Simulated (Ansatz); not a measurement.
# Cu+ with SiH₃F: structure and interaction energy, part 2 of 3

Ansatz 0.2.0, Gaussian basis.

## 7. B97M-V/def2-TZVPPD

Input file ab/in.yaml:

```yaml
crystal:
  periodic: [false, false, false]
  atoms:
    - {symbol: Cu, position_ang: [0.091147, 0.038190, -2.942206]}
    - {symbol: Si, position_ang: [-0.022271, -0.007735, 0.717652]}
    - {symbol: F, position_ang: [0.030897, -0.009362, -0.971055]}
    - {symbol: H, position_ang: [0.730173, -1.217195, 1.090675]}
    - {symbol: H, position_ang: [-1.462305, -0.063141, 1.020280]}
    - {symbol: H, position_ang: [0.632461, 1.259242, 1.084654]}
basis:
  gaussian: {orbitals: "def2-TZVPPD.json"}
total_charge: 1
hamiltonian: {xc: {name: B97M-V}}
```

Input file a/in.yaml:

```yaml
crystal:
  periodic: [false, false, false]
  atoms:
    - {symbol: Cu, position_ang: [0.091147, 0.038190, -2.942206]}
basis:
  gaussian:
    orbitals: "def2-TZVPPD.json"
    ghost_atoms:
      - {symbol: Si, position_ang: [-0.022271, -0.007735, 0.717652]}
      - {symbol: F, position_ang: [0.030897, -0.009362, -0.971055]}
      - {symbol: H, position_ang: [0.730173, -1.217195, 1.090675]}
      - {symbol: H, position_ang: [-1.462305, -0.063141, 1.020280]}
      - {symbol: H, position_ang: [0.632461, 1.259242, 1.084654]}
total_charge: 1
hamiltonian: {xc: {name: B97M-V}}
```

Input file b/in.yaml:

```yaml
crystal:
  periodic: [false, false, false]
  atoms:
    - {symbol: Si, position_ang: [-0.022271, -0.007735, 0.717652]}
    - {symbol: F, position_ang: [0.030897, -0.009362, -0.971055]}
    - {symbol: H, position_ang: [0.730173, -1.217195, 1.090675]}
    - {symbol: H, position_ang: [-1.462305, -0.063141, 1.020280]}
    - {symbol: H, position_ang: [0.632461, 1.259242, 1.084654]}
basis:
  gaussian:
    orbitals: "def2-TZVPPD.json"
    ghost_atoms:
      - {symbol: Cu, position_ang: [0.091147, 0.038190, -2.942206]}
hamiltonian: {xc: {name: B97M-V}}
```

One command serves all of them, each in its own folder.

Launch:

```
ansatz run in.yaml --threads 4 --pin off --events-out ev --progress --plain --max-ram 9574MiB
```

Log of ab, shortened:

```text
Functional definition: B97M-V
  name "B97M-V"
  cite "Mardirossian & Head-Gordon, J. Chem. Phys. 142, 074111 (2015) doi:10.1063/1.4907719"
  cite "Becke, J. Chem. Phys. 107, 8554 (1997) doi:10.1063/1.475007"
  cite "Vydrov & Van Voorhis, J. Chem. Phys. 133, 244103 (2010) doi:10.1063/1.3521275"
  # Of w^i u^j: cxij and so on, Table III.
[...]
  gx(w, u) = cx00 + cx01*u + cx02*u^2 + (cx10 + cx11*u)*w
[...]
  gos(w, u) = cos00 + cos01*u + cos03*u^3 + cos10*w + cos32*w^3*u^2
[...]
      + integral(e_c_pw_mod_opposite_spin*gos(b97_w_opposite, b97_u_opposite)) + vv10(b, c)
1188 factors; their error is unknown
[...]
mean field -55267.09024603 eV, -2031.0281051624 hartree, gradient 1.6e-5 eV, S^2 0.000000; 0 other end points of the search recorded, 0 dependent functions left out
reference -55267.09031532 eV, -2031.0281077087 hartree; 27, 27 occupied and 179, 179 virtual orbitals, 1188 factors
Total energy: -55267.09031532 eV, -2031.0281077087 hartree
```

Log of a, shortened:

```text
[... 5 set-up lines as earlier in the session ...]
  # Of w^i u^j: cxij and so on, Table III.
[...]
  gx(w, u) = cx00 + cx01*u + cx02*u^2 + (cx10 + cx11*u)*w
[...]
  gos(w, u) = cos00 + cos01*u + cos03*u^3 + cos10*w + cos32*w^3*u^2
[...]
      + integral(e_c_pw_mod_opposite_spin*gos(b97_w_opposite, b97_u_opposite)) + vv10(b, c)
1159 factors; their error is unknown
[...]
mean field -44622.56744116 eV, -1639.8491072000 hartree, gradient 2.6e-5 eV, S^2 0.000000; 0 other end points of the search recorded, 0 dependent functions left out
reference -44622.56749214 eV, -1639.8491090736 hartree; 14, 14 occupied and 192, 192 virtual orbitals, 1159 factors
Total energy: -44622.56749214 eV, -1639.8491090736 hartree
```

Output in b, shortened:

```text
[... 5 set-up lines as earlier in the session ...]
  # Of w^i u^j: cxij and so on, Table III.
[...]
  gx(w, u) = cx00 + cx01*u + cx02*u^2 + (cx10 + cx11*u)*w
[...]
  gos(w, u) = cos00 + cos01*u + cos03*u^3 + cos10*w + cos32*w^3*u^2
[...]
      + integral(e_c_pw_mod_opposite_spin*gos(b97_w_opposite, b97_u_opposite)) + vv10(b, c)
1111 factors; their error is unknown
[...]
mean field -10643.04491327 eV, -391.1246864478 hartree, gradient 4.4e-5 eV, S^2 0.000000; 0 other end points of the search recorded, 0 dependent functions left out
reference -10643.04497223 eV, -391.1246886143 hartree; 13, 13 occupied and 193, 193 virtual orbitals, 1111 factors
Total energy: -10643.04497223 eV, -391.1246886143 hartree
```

They took 5.5 s (ab), 3.2 s (a), 4.3 s (b) on 4 threads of AMD EPYC 7R43, shared host.

E(ab) − E(a) − E(b) = -34.08 kcal/mol.

## 8. CCSD(T)/def2-TZVPPD

ab/in.yaml: that of step 7 with these lines changed.

```diff
@@ -12,2 +12,2 @@
 total_charge: 1
-hamiltonian: {xc: {name: B97M-V}}
+correlation: {method: ccsd_t, frozen_orbitals: {Cu: 9, F: 1, H: 0, Si: 5}}
```

a/in.yaml: that of step 7 with these lines changed.

```diff
@@ -14,2 +14,2 @@
 total_charge: 1
-hamiltonian: {xc: {name: B97M-V}}
+correlation: {method: ccsd_t, frozen_orbitals: {Cu: 9, F: 1, H: 0, Si: 5}}
```

b/in.yaml: that of step 7 with these lines changed.

```diff
@@ -13,2 +13,2 @@
       - {symbol: Cu, position_ang: [0.091147, 0.038190, -2.942206]}
-hamiltonian: {xc: {name: B97M-V}}
+correlation: {method: ccsd_t}
```

Each run has its own folder and the same command.

Launch:

```
ansatz run in.yaml --threads 4 --pin off --events-out ev --progress --plain --max-ram 9574MiB
```

Output in ab, shortened:

```text
Functional definition: HF
  name "HF"
  cite "Fock, Z. Phys. 61, 126 (1930) doi:10.1007/BF01340294"
[... 1 set-up line as earlier in the session ...]
[...]
1267 factors; integrals over basis functions are off by at most 1.2e-3 eV
[...]
mean field -55210.59229768 eV, -2028.9518438562 hartree, gradient 2.6e-6 eV, S^2 0.000000; 0 other end points of the search recorded, 0 dependent functions left out
15 core orbitals not correlated: weight in the atoms' cores, before any rotation towards them, 1.000 or more for the frozen orbitals, at most 0.000 for the correlated occupied ones
reference -55210.59229768 eV, -2028.9518438562 hartree; 12, 12 occupied and 179, 179 virtual orbitals, 1267 factors
second order -22.97363053 eV of doubles, -0.00000000 eV of singles
cycle   1  -21.04166944 eV  change     1.9e0 eV  update   1.4e-1
[...]
cycle  14  -21.96634515 eV  change    1.9e-5 eV  update   4.7e-6
perturbative correction -0.68018031 eV, -0.0249961655 hartree
Total energy: -55233.23882315 eV, -2029.7840883167 hartree
```

Log of a, shortened:

```text
[... 4 set-up lines as earlier in the session ...]
[...]
1261 factors; integrals over basis functions are off by at most 8.7e-4 eV
[...]
mean field -44590.94540053 eV, -1638.6870186411 hartree, gradient 2.1e-6 eV, S^2 0.000000; 0 other end points of the search recorded, 0 dependent functions left out
9 core orbitals not correlated: weight in the atoms' cores, before any rotation towards them, 1.000 or more for the frozen orbitals, at most 0.000 for the correlated occupied ones
reference -44590.94540053 eV, -1638.6870186411 hartree; 5, 5 occupied and 192, 192 virtual orbitals, 1261 factors
second order -12.26064045 eV of doubles, -0.00000000 eV of singles
cycle   1  -10.16803383 eV  change     2.1e0 eV  update   1.1e-1
[...]
cycle  11  -10.70045068 eV  change   -8.4e-6 eV  update   4.3e-6
perturbative correction -0.35932168 eV, -0.0132048282 hartree
Total energy: -44602.00517289 eV, -1639.0934577789 hartree
```

Log of b, shortened:

```text
[... 4 set-up lines as earlier in the session ...]
[...]
1245 factors; integrals over basis functions are off by at most 1.2e-3 eV
[...]
mean field -10618.55323727 eV, -390.2246339559 hartree, gradient 9.1e-7 eV, S^2 0.000000; 0 other end points of the search recorded, 0 dependent functions left out
6 core orbitals not correlated: weight in the atoms' cores, before any rotation towards them, 1.000 or more for the frozen orbitals, at most 0.000 for the correlated occupied ones
reference -10618.55323727 eV, -390.2246339559 hartree; 7, 7 occupied and 193, 193 virtual orbitals, 1245 factors
second order -10.56418395 eV of doubles, -0.00000000 eV of singles
cycle   1  -10.79268846 eV  change   -2.3e-1 eV  update   7.6e-2
[...]
cycle   9  -11.13845436 eV  change   -2.5e-6 eV  update   8.7e-6
perturbative correction -0.30576074 eV, -0.0112365001 hartree
Total energy: -10629.99745237 eV, -390.6452011036 hartree
```

Times: 35 s (ab), 16 s (a), 21 s (b) on 4 threads of AMD EPYC 7R43, shared host; peak memory 2.6 GiB.

Interaction energy, ab − a − b: -28.51 kcal/mol.

## 9. MP2/def2-QZVPPD

ab/in.yaml: that of step 8 with these lines changed.

```diff
@@ -10,4 +10,4 @@
 basis:
-  gaussian: {orbitals: "def2-TZVPPD.json"}
+  gaussian: {orbitals: "def2-QZVPPD.json"}
 total_charge: 1
-correlation: {method: ccsd_t, frozen_orbitals: {Cu: 9, F: 1, H: 0, Si: 5}}
+correlation: {method: mp2, frozen_orbitals: {Cu: 9, F: 1, H: 0, Si: 5}}
```

a/in.yaml: that of step 8 with these lines changed.

```diff
@@ -6,3 +6,3 @@
   gaussian:
-    orbitals: "def2-TZVPPD.json"
+    orbitals: "def2-QZVPPD.json"
     ghost_atoms:
@@ -14,2 +14,2 @@
 total_charge: 1
-correlation: {method: ccsd_t, frozen_orbitals: {Cu: 9, F: 1, H: 0, Si: 5}}
+correlation: {method: mp2, frozen_orbitals: {Cu: 9, F: 1, H: 0, Si: 5}}
```

b/in.yaml: that of step 8 with these lines changed.

```diff
@@ -10,5 +10,5 @@
   gaussian:
-    orbitals: "def2-TZVPPD.json"
+    orbitals: "def2-QZVPPD.json"
     ghost_atoms:
       - {symbol: Cu, position_ang: [0.091147, 0.038190, -2.942206]}
-correlation: {method: ccsd_t}
+correlation: {method: mp2}
```

Each run has its own folder and the same command.

Launch:

```
ansatz run in.yaml --threads 4 --pin off --events-out ev --progress --plain --max-ram 9574MiB
```

Output in ab, shortened:

```text
[... 4 set-up lines as earlier in the session ...]
[...]
2092 factors; integrals over basis functions are off by at most 1.1e-3 eV
[...]
mean field -55212.07472891 eV, -2029.0063221991 hartree, gradient 1.7e-6 eV, S^2 0.000000; 0 other end points of the search recorded, 0 dependent functions left out
15 core orbitals not correlated: weight in the atoms' cores, before any rotation towards them, 1.000 or more for the frozen orbitals, at most 0.000 for the correlated occupied ones
reference -55212.07472891 eV, -2029.0063221991 hartree; 12, 12 occupied and 314, 314 virtual orbitals, 2092 factors
second order -24.53462114 eV of doubles, -0.00000000 eV of singles
Total energy: -55236.60935005 eV, -2029.9079528959 hartree
```

Output in a, shortened:

```text
[... 4 set-up lines as earlier in the session ...]
[...]
2090 factors; integrals over basis functions are off by at most 1.1e-3 eV
[...]
mean field -44592.03993826 eV, -1638.7272421607 hartree, gradient 1.2e-6 eV, S^2 0.000000; 0 other end points of the search recorded, 0 dependent functions left out
9 core orbitals not correlated: weight in the atoms' cores, before any rotation towards them, 1.000 or more for the frozen orbitals, at most 0.000 for the correlated occupied ones
reference -44592.03993826 eV, -1638.7272421607 hartree; 5, 5 occupied and 327, 327 virtual orbitals, 2090 factors
second order -12.89428190 eV of doubles, -0.00000000 eV of singles
Total energy: -44604.93422016 eV, -1639.2010982804 hartree
```

Log of b, shortened:

```text
[... 4 set-up lines as earlier in the session ...]
[...]
2103 factors; integrals over basis functions are off by at most 1.1e-3 eV
[...]
mean field -10618.92593350 eV, -390.2383302898 hartree, gradient 8.2e-7 eV, S^2 0.000000; 0 other end points of the search recorded, 0 dependent functions left out
6 core orbitals not correlated: weight in the atoms' cores, before any rotation towards them, 1.000 or more for the frozen orbitals, at most 0.000 for the correlated occupied ones
reference -10618.92593350 eV, -390.2383302898 hartree; 7, 7 occupied and 328, 328 virtual orbitals, 2103 factors
second order -11.43936127 eV of doubles, -0.00000000 eV of singles
Total energy: -10630.36529478 eV, -390.6587190627 hartree
```

They took 8.5 s (ab), 9.5 s (a), 11 s (b) on 4 threads of AMD EPYC 7R43, shared host; peak memory 1.3 GiB.

Interaction energy, ab − a − b: -30.21 kcal/mol.

## 10. Hartree-Fock/STO-3G

ab/in.yaml: that of step 9 with these lines changed.

```diff
@@ -10,4 +10,4 @@
 basis:
-  gaussian: {orbitals: "def2-QZVPPD.json"}
+  gaussian: {orbitals: STO-3G}
 total_charge: 1
-correlation: {method: mp2, frozen_orbitals: {Cu: 9, F: 1, H: 0, Si: 5}}
+hamiltonian: {xc: hf}
```

a/in.yaml: that of step 9 with these lines changed.

```diff
@@ -6,3 +6,3 @@
   gaussian:
-    orbitals: "def2-QZVPPD.json"
+    orbitals: STO-3G
     ghost_atoms:
@@ -14,2 +14,2 @@
 total_charge: 1
-correlation: {method: mp2, frozen_orbitals: {Cu: 9, F: 1, H: 0, Si: 5}}
+hamiltonian: {xc: hf}
```

b/in.yaml: that of step 9 with these lines changed.

```diff
@@ -10,5 +10,5 @@
   gaussian:
-    orbitals: "def2-QZVPPD.json"
+    orbitals: STO-3G
     ghost_atoms:
       - {symbol: Cu, position_ang: [0.091147, 0.038190, -2.942206]}
-correlation: {method: mp2}
+hamiltonian: {xc: hf}
```

One command serves all of them, each in its own folder.

Launch:

```
ansatz run in.yaml --threads 4 --pin off --events-out ev --progress --plain --max-ram 9574MiB
```

Output in ab, shortened:

```text
[... 4 set-up lines as earlier in the session ...]
[...]
357 factors; integrals over basis functions are off by at most 8.2e-4 eV
[...]
mean field -54574.62281202 eV, -2005.5803963338 hartree, gradient 7.5e-6 eV, S^2 0.000000; 3 other end points of the search recorded, 0 dependent functions left out
reference -54574.62281202 eV, -2005.5803963338 hartree; 27, 27 occupied and 8, 8 virtual orbitals, 357 factors
Total energy: -54574.62281202 eV, -2005.5803963338 hartree
```

a printed, shortened:

```text
[... 4 set-up lines as earlier in the session ...]
[...]
296 factors; integrals over basis functions are off by at most 2.5e-3 eV
[...]
mean field -44085.02224451 eV, -1620.0946855844 hartree, gradient 2.0e-7 eV, S^2 0.000000; 5 other end points of the search recorded, 0 dependent functions left out
reference -44085.02224451 eV, -1620.0946855844 hartree; 14, 14 occupied and 21, 21 virtual orbitals, 296 factors
Total energy: -44085.02224451 eV, -1620.0946855844 hartree
```

Output in b, shortened:

```text
[... 4 set-up lines as earlier in the session ...]
[...]
293 factors; integrals over basis functions are off by at most 1.5e-3 eV
[...]
mean field -10488.21889924 eV, -385.4349353768 hartree, gradient 1.2e-5 eV, S^2 0.000000; 0 other end points of the search recorded, 0 dependent functions left out
reference -10488.21889924 eV, -385.4349353768 hartree; 13, 13 occupied and 22, 22 virtual orbitals, 293 factors
Total energy: -10488.21889924 eV, -385.4349353768 hartree
```

They took 0.7 s (ab), 5.5 s (a), 0.15 s (b) on 4 threads of AMD EPYC 7R43, shared host.

E(ab) − E(a) − E(b) = -31.86 kcal/mol.

## 11. SPW92/def2-SVP

ab/in.yaml: that of step 10 with these lines changed.

```diff
@@ -10,4 +10,4 @@
 basis:
-  gaussian: {orbitals: STO-3G}
+  gaussian: {orbitals: def2-SVP}
 total_charge: 1
-hamiltonian: {xc: hf}
+hamiltonian: {xc: lda}
```

a/in.yaml: that of step 10 with these lines changed.

```diff
@@ -6,3 +6,3 @@
   gaussian:
-    orbitals: STO-3G
+    orbitals: def2-SVP
     ghost_atoms:
@@ -14,2 +14,2 @@
 total_charge: 1
-hamiltonian: {xc: hf}
+hamiltonian: {xc: lda}
```

b/in.yaml: that of step 10 with these lines changed.

```diff
@@ -10,5 +10,5 @@
   gaussian:
-    orbitals: STO-3G
+    orbitals: def2-SVP
     ghost_atoms:
       - {symbol: Cu, position_ang: [0.091147, 0.038190, -2.942206]}
-hamiltonian: {xc: hf}
+hamiltonian: {xc: lda}
```

The same command starts each run, in its folder.

Launch:

```
ansatz run in.yaml --threads 4 --pin off --events-out ev --progress --plain --max-ram 9574MiB
```

Output in ab, shortened:

```text
Functional definition: SPW92
  name "SPW92"
  cite "Dirac, Proc. Camb. Phil. Soc. 26, 376 (1930) doi:10.1017/S0305004100016108"
  cite "Slater, Phys. Rev. 81, 385 (1951) doi:10.1103/PhysRev.81.385"
  cite "Perdew & Wang, Phys. Rev. B 45, 13244 (1992) doi:10.1103/PhysRevB.45.13244"
[...]
902 factors; their error is unknown
[...]
mean field -55141.02005431 eV, -2026.3951110699 hartree, gradient 2.1e-5 eV, S^2 0.000000; 0 other end points of the search recorded, 0 dependent functions left out
reference -55141.02011174 eV, -2026.3951131808 hartree; 27, 27 occupied and 51, 51 virtual orbitals, 902 factors
Total energy: -55141.02011174 eV, -2026.3951131808 hartree
```

Output in a, shortened:

```text
[... 5 set-up lines as earlier in the session ...]
[...]
758 factors; their error is unknown
[...]
mean field -44549.50392525 eV, -1637.1640725145 hartree, gradient 2.5e-5 eV, S^2 0.000000; 0 other end points of the search recorded, 0 dependent functions left out
reference -44549.50395662 eV, -1637.1640736676 hartree; 14, 14 occupied and 64, 64 virtual orbitals, 758 factors
Total energy: -44549.50395662 eV, -1637.1640736676 hartree
```

b printed, shortened:

```text
[... 5 set-up lines as earlier in the session ...]
[...]
833 factors; their error is unknown
[...]
mean field -10589.72208292 eV, -389.1651085761 hartree, gradient 8.2e-5 eV, S^2 0.000000; 0 other end points of the search recorded, 0 dependent functions left out
reference -10589.72211799 eV, -389.1651098649 hartree; 13, 13 occupied and 65, 65 virtual orbitals, 833 factors
Total energy: -10589.72211799 eV, -389.1651098649 hartree
```

They took 0.4 s (ab), 0.45 s (a), 0.5 s (b) on 4 threads of AMD EPYC 7R43, shared host.

Interaction energy, ab − a − b: -41.37 kcal/mol.

(Continued in part 3 of 3.)
